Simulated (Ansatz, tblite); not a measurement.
# ZnMe(NH2) (CH₅NZn): charged states by level of theory

An exercise on one series of results from a longer session: the logs are not shown, and one member is left open.

Program: Ansatz 0.2.0, Gaussian basis. Level of theory: as each input shows. These are calculated values, not measurements.

Levels to be run: charge +1 doublet, at the geometry of the singlet (PBE0-D4/def2-TZVP, PBE-D4/def2-TZVP, r2SCAN-D4/def2-TZVP, CCSD(T)/def2-TZVPP); charge +1 doublet, relaxed (PBE0-D4/def2-TZVP, PBE-D4/def2-TZVP); the starting singlet's energies come from earlier runs.

## The geometry

The singlet was relaxed beforehand with r2SCAN-D4/def2-TZVP.

8 atoms, charge 0, spin multiplicity 1.

Atoms are counted from 1 here; the program's logs count them from 0.

Bond lengths: Zn1–C2 1.917 Å, Zn1–N6 1.817 Å, C2–H3 1.092 Å, C2–H4 1.093 Å, C2–H5 1.093 Å, N6–H7 1.012 Å, N6–H8 1.011 Å. Angles: C2–Zn1–N6 175.3°, Zn1–C2–H3 111.4°, Zn1–C2–H4 110.6°, Zn1–C2–H5 110.7°, H3–C2–H4 108.1°, H3–C2–H5 108.1°, H4–C2–H5 107.8°, Zn1–N6–H7 118.3°, Zn1–N6–H8 118.5°, H7–N6–H8 107.8°.

The first run:

File in.yaml:

```yaml
crystal:
  periodic: [false, false, false]
  atoms:
    - {symbol: Zn, position_ang: [0.000416, -0.021080, -0.298586]}
    - {symbol: C, position_ang: [-0.009904, -0.011735, 1.618616]}
    - {symbol: H, position_ang: [0.051271, 1.004913, 2.013406]}
    - {symbol: H, position_ang: [0.837118, -0.580259, 2.011367]}
    - {symbol: H, position_ang: [-0.925351, -0.469741, 2.001586]}
    - {symbol: N, position_ang: [0.012245, -0.180051, -2.108859]}
    - {symbol: H, position_ang: [0.834115, 0.128693, -2.611323]}
    - {symbol: H, position_ang: [-0.799911, 0.129260, -2.626208]}
basis:
  gaussian: {orbitals: def2-SVP}
total_charge: 1
magnetization: {spin_polarized: true, initial_magnetization: 1}
hamiltonian: {xc: pbe0, dispersion: d4}
output: {orbitals: {seedname: orbitals}}
```

On the command line:

```sh
> ansatz run in.yaml --threads 4 --pin off --events-out ev --progress --plain --max-ram 3916MiB
```

Steps of the session up to this table: Charge +1 doublet at the fixed geometry, first pass, PBE0-D4/def2-SVP; Charge +1 doublet at the fixed geometry, PBE0-D4/def2-TZVP; Charge +1 doublet at the fixed geometry, PBE-D4/def2-TZVP; Charge +1 doublet at the fixed geometry, r2SCAN-D4/def2-TZVP; Charge +1 doublet at the fixed geometry, CCSD(T)/def2-TZVPP.

One table of the session follows, with a row left open; its other results are not shown here.

It belongs to the step «Vertical ionisation energy». 

```
             method  vertical ionisation energy (eV)
      HF/def2-TZVPP                             7.44
   PBE-D4/def2-TZVP                             8.90
r2SCAN-D4/def2-TZVP                             8.83
  PBE0-D4/def2-TZVP                             8.92
     MP2/def2-TZVPP                             9.19
    CCSD/def2-TZVPP                             8.89
 CCSD(T)/def2-TZVPP                                ?
```

Estimate the missing values for CCSD(T)/def2-TZVPP.

As computed: vertical ionisation energy (eV): 9.00. In the column «vertical ionisation energy (eV)» it lies between PBE0-D4/def2-TZVP (8.92) and MP2/def2-TZVPP (9.19).
